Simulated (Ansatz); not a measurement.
# TiSiH3+ (triplet): the correlation ladder at a displaced geometry (v1), def2-SVP

An exercise on one series of results from a longer session: the logs are not shown, and one member is left open.

Computed with Ansatz 0.2.0, Gaussian basis. Level: def2-SVP, core rule «outside noble gas», up to 14 orbitals frozen.

To be run: UHF; CCSD(T) on ROHF; CCSD(T) on UHF; CISD as a restricted active space (open shells left free, so some higher excitations enter); CCSDT(Q) on ROHF; CCSDT(Q) on UHF.

21 further runs of the same task are left out: 10 that didn't finish, 11 set aside as unsound or not needed. Runs told in other sessions of the task aren't counted.

**The system**

The geometry is a PBE0/def2-TZVP stationary point (not a proven minimum) with its atoms shifted at random (size 0.040 Å).

5 atoms, charge 1, spin multiplicity 3.

Atoms are counted from 1 here; the program's logs count them from 0.

Bond lengths: Ti1–Si2 2.613 Å, Si2–H3 1.446 Å, Si2–H4 1.457 Å, Si2–H5 1.522 Å. Angles: Ti1–Si2–H3 110.7°, Ti1–Si2–H4 105.5°, Ti1–Si2–H5 103.7°, H3–Si2–H4 112.4°, H3–Si2–H5 109.7°, H4–Si2–H5 114.4°.

The first run:

in.yaml

```yaml
crystal:
  periodic: [false, false, false]
  atoms:
    - {symbol: Ti, position_ang: [-1.044453, 0.024767, 0.034586]}
    - {symbol: Si, position_ang: [1.566312, -0.039513, -0.048129]}
    - {symbol: H, position_ang: [2.042370, -1.404115, -0.096408]}
    - {symbol: H, position_ang: [2.012133, 0.661636, 1.148875]}
    - {symbol: H, position_ang: [1.902386, 0.667317, -1.353899]}
basis:
  gaussian: {orbitals: def2-SVP}
total_charge: 1
magnetization: {spin_polarized: true, initial_magnetization: 2}
hamiltonian: {xc: hf}
output: {orbitals: {seedname: orbitals}}
```

Command:

```console
> ansatz run in.yaml --threads 1 --pin off --events-out ev --progress --plain --max-ram 2393MiB
```

Among the steps run: UHF; CCSD(T) on ROHF; CCSD(T) on UHF; CISD as a restricted active space (open shells left free, so some higher excitations enter); CCSDT(Q) on ROHF; CCSDT(Q) on UHF.

One of the session's tables, all rows but one given; the rest of the session is left out.

```
   method  from RCCSDT(Q) (meV)
     ROHF               +4574.4
      UHF               +4482.1
     RMP2               +1053.9
     UMP2                +988.8
     CISD                +448.2
    RCCSD                     ?
    UCCSD                 +94.8
 RCCSD(T)                 +42.9
 UCCSD(T)                 -22.8
   RCCSDT                  +5.9
   UCCSDT                 -56.2
RCCSDT(Q)                     0
UCCSDT(Q)                 -61.8
```

**Question.** Estimate the row for RCCSD.

The run gave: from RCCSDT(Q) (meV): +161.5. In the column «from RCCSDT(Q) (meV)» it lies between UCCSD (+94.8) and CISD (+448.2).

Limits of these values: Restricted and unrestricted rows rest on different reference determinants; a gap between their highest levels can come from leftover correlation error, from unlike frozen cores or from another state.
